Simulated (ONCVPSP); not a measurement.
# Fluorine: generating and testing an ONCV potential

Task: generate the file, and judge it by its errors in other configurations, its logarithmic derivatives, its ghosts and its cutoff.

The numbers are computed with ONCVPSP 4.0.1.1 (patched build) (LDA (Perdew-Wang 92), scalar-relativistic, spin-unpolarised reference atom).

## 1. Starting point

Typed settings, in words:

* element: fluorine (F, Z = 9)
* type: optimised norm-conserving Vanderbilt (ONCV)
* frozen core: [He]
* valence charge: 7
* reference configuration: 2s2 2p5
* partial waves: 2s: rc 0.75 bohr, ncon 4, nbas 8, qcut 10.8 1/bohr, 2 projectors, debl 3 Ha; 2p: rc 1.05 bohr, ncon 4, nbas 7, qcut 13.7 1/bohr, 2 projectors, debl 2.9 Ha; d scattering state at 0.46 Ha: rc 1.05 bohr, ncon 4, nbas 7, qcut 8.7 1/bohr, 2 projectors, debl 1 Ha
* local potential: polynomial inside 0.50 bohr (lpopt 2, dvloc0 0 Ha)
* core correction: polynomial model core, fcfact 0.6

An earlier all-electron run gives the scale for the radii.

All-electron outer shells of the reference configuration (LDA (PZ), scalar-relativistic, ld1.x):

```
shell  level (eV)  outermost node (bohr)  outermost maximum (bohr)
   1s     -658.96                      –                      0.12
   2s      -29.65                   0.24                      0.77
   2p      -11.29                      –                      0.71
```

## 2. Generation

The input, F.dat:

```
# ATOM AND REFERENCE CONFIGURATION
# atsym  z   nc   nv     iexc    psfile
  F 9.00    1    2  -001012      upf
#
#   n    l    f
    1    0    2.00
    2    0    2.00
    2    1    5.00
#
# PSEUDOPOTENTIAL AND OPTIMIZATION
# lmax
    2
#
#   l,   rc,      ep,       ncon, nbas, qcut
    0    0.75    0.00    4    8   10.80
    1    1.05    0.00    4    7   13.70
    2    1.05    0.46    4    7    8.70
#
# LOCAL POTENTIAL
# lloc, lpopt,  rc(5),   dvloc0
    4    2    0.50    0.00
#
# VANDERBILT-KLEINMAN-BYLANDER PROJECTORs
# l, nproj, debl
    0    2    3.00
    1    2    2.90
    2    2    1.00
#
# MODEL CORE CHARGE
# icmod, fcfact, rcfact
    1    0.60    0.00
#
# LOG DERIVATIVE ANALYSIS
# epsh1, epsh2, depsh
   -3.00    5.00    0.02
#
# OUTPUT GRID
# rlmax, drl
    6.00    0.01
#
# TEST CONFIGURATIONS
# ncnf
    4
# nvcnf
#   n    l    f
    2
    2    0    2.00
    2    1    4.00
#
    2
    2    0    2.00
    2    1    3.00
#
    2
    2    0    2.00
    2    1    2.00
#
    2
    2    0    2.00
    2    1    1.00
#
```

On the command line:

```console
$ oncvpsp.x < F.dat > F.out
```

Q: Predict the outcome of this session. Wanted: cutoffs for 1 and 0.1 mHa per electron, occupied waves; bound ghosts; GHOST(+) flags; largest test error; largest phase difference near zero energy, channels read; rms error of d²Exc/dn², without and with the model core.

As calculated:

| quantity | value |
| --- | --- |
| cutoffs for 1 and 0.1 mHa per electron, occupied waves | 61 Ha and 131 Ha |
| bound ghosts | none found |
| GHOST(+) flags | none at low energy |
| largest test error (AE − PS) | +506 meV, for 2s2 2p1 |
| largest phase difference near zero energy, channels read | 0.000 rad |
| rms error of d²Exc/dn², without and with the model core | 2.72 and 1.05 mHa |

**Reading.** By total energies transferability is fair for so large an energy: the largest error is 506 meV on 204.7 eV, for 2s2 2p1. That test lies far up in energy; among those under 40 eV, nearer to bonding, the largest error is 3.4 meV. The potential is hard: the looser tolerance needs 61 Ha. At the looser tolerance the 2p wave is the slowest; 2s needs 52 Ha. No bound ghost shows below the valence levels. Near zero energy the phases of the channels with partial waves agree within 0.001 rad. All of this concerns the isolated atom, not yet a solid.
